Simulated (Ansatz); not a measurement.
**Zr (diamond type): how the settings move a single-point run**

Aim: see which settings change the result for Zr (diamond type), by how much, and at what cost.

Method: reference: DFT, PBEsol, all-electron LAPW, scalar-relativistic, in Ansatz 0.2.0.

1 further run of the same task is left out (for a known fault of the program).

**1. The starting structure**

Symmetry: Fd-3m, No. 227, cubic system. Conventional cell: a = 5.120 Å, b = 5.120 Å, c = 5.120 Å, α = 90.00°, β = 90.00°, γ = 90.00°. Around Zr (site symmetry -43m) lie 4 Zr at 2.22 Å.

Structure file:

```xyz
2
Lattice="0.0000 2.5598 2.5598 2.5598 0.0000 2.5598 2.5598 2.5598 0.0000" Properties=species:S:1:pos:R:3 pbc="T T T"
Zr   -0.6399   -0.6399   -0.6399
Zr    0.6399    0.6399    0.6399
```

**2. Reference**

input.yaml reads:

```yaml
crystal:
  lattice:
    - [0.0, 2.5597897141, 2.5597897141]
    - [2.5597897141, 0.0, 2.5597897141]
    - [2.5597897141, 2.5597897141, 0.0]
  atoms:
    - { symbol: Zr, position: [-0.125, -0.125, -0.125] }
    - { symbol: Zr, position: [0.125, 0.125, 0.125] }
kpoints:
  mp_grid: { grid: [12, 12, 12] }
scf:
  occupations: { method: fermi_dirac, width: 0.1 }
hamiltonian:
  xc: pbesol
  pseudopotentials: { kind: all_electron, lapw: { basis_error: 0.001 } }
output:
  forces: true
  stress: true
  eigenvalues: true
  populations: true
```

Launch:

```sh
$ ansatz run input.yaml --threads 1 --pin off --max-ram 2048MiB --backend cpu --events-out ev --progress --plain --runs-dir out
```

**3. Variant: dr2_threshold 1.0e-09, mixing.algorithm anderson, mixing.beta 0.05**

Edit input.yaml of step 2 so:

```diff
@@ -12,2 +12,4 @@
   occupations: { method: fermi_dirac, width: 0.1 }
+  convergence: { dr2_threshold: 1.0e-09 }
+  mixing: { algorithm: anderson, beta: 0.05 }
 hamiltonian:
```

Before running it: what results should come out? Wanted: for each run, ending; energy change; pressure; gap; force.

As calculated:

| run | ending | energy change | pressure (GPa) | gap (eV) | force (eV/Å) | cycles | time |
| --- | --- | --- | --- | --- | --- | --- | --- |
| reference | converged | 0 | 70.6 | 0.00 | 0.00 | 8 | 32 s |
| 1: dr2_threshold 1.0e-09, mixing.algorithm anderson, mixing.beta 0.05 | converged | 0.0 meV/atom | 70.6 | 0.00 | 0.00 | 15 | 46 s |

Residual by cycle in the longest SCF loop of each run; runs are numbered as in the table. The quantity is the density residual dr2, in eV.

| cycle | reference | run 1 |
| --- | --- | --- |
| 1 | 1.51 | 1.51 |
| 2 | 0.807 | 1.43 |
| 4 | 0.0122 | 0.0904 |
| 5 | 3.2e-4 | 0.121 |
| 6 | 3.1e-5 | 0.125 |
| 7 | 4.5e-7 | 0.00378 |
| 9 | - | 4.2e-4 |
| 10 | - | 3.9e-4 |
| 11 | - | 2.4e-6 |
| 12 | - | 9.9e-6 |
| 14 | - | 3.9e-8 |
| 15 | - | 8.6e-10 |

Same state: the changed convergence setting and mixing leaves the energy within 0.5 meV/atom. Cost: 15 SCF cycles against 8, 46 s against 32 s. The structure is not at rest: the sound run finds 71 GPa, so these are no properties of the relaxed crystal. 
